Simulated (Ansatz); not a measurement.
## BrHSi, SMILES [SiH]Br: the interaction energy of a dimer with the counterpoise correction

Run with the Ansatz DFT code, driven from Python.

`run_dimer.py`:
```python
# -*- coding: utf-8 -*-
"""Binding of a BrHSi dimer at a trial geometry."""

import ansatz as az
import numpy as np

FIRST = [
    ("Si", (-0.5005, 0.4135, -0.2374)),
    ("Br", (1.3847, 0.5447, 0.8198)),
    ("H", (-0.8843, -0.9583, -0.5825)),
]
SECOND = [
    ("Si", (3.7255, 3.2171, 0.5785)),
    ("Br", (1.9268, 4.3328, 0.1216)),
    ("H", (4.0365, 3.1679, 2.0099)),
]

def energy(atoms, ghosts=()):
    molecule = az.Crystal.molecule()
    for symbol, xyz in atoms:
        molecule = molecule.atom(symbol, xyz)
    calc = (
        molecule.calculation()
        .basis(gaussian="def2-SVP")
        .correlation("mp2")
    )
    deck = calc.input()
    if ghosts:
        deck = deck.set(az.key.basis.gaussian.ghost_atoms, [{"symbol": s, "position_ang": list(xyz)} for s, xyz in ghosts])
    return az.Session.from_dict(deck).plan().execute().report["free_energy_ev"]


def main():
    # ghost atoms carry the functions of the partner
    direction = np.array([0.6591, 0.7291, 0.1844])
    print("shift (A)   counterpoise-corrected interaction (eV)")
    for shift in (-0.3, 0.0, 0.4, 1.0, 2.0):
        moved = [(s, tuple(np.round(np.array(xyz) + shift * direction, 4))) for s, xyz in SECOND]
        gain = energy(FIRST + moved) - energy(FIRST, moved) - energy(moved, FIRST)
        print(f"{shift:8.2f} {gain:14.3f}")


if __name__ == "__main__":
    main()
```

`python run_dimer.py` gives:
```text
shift (A)   counterpoise-corrected interaction (eV)
   -0.30          0.053
    0.00         -0.001
    0.40         -0.023
    1.00         -0.021
    2.00         -0.009
```

The dimer is a generated trial pose of unrelaxed monomers, not a minimum, so the figure is no binding energy, and the basis set is small. Finished in 60 s on 1 thread of Arm Neoverse V1, on a shared host, peak memory 0.44 GiB.
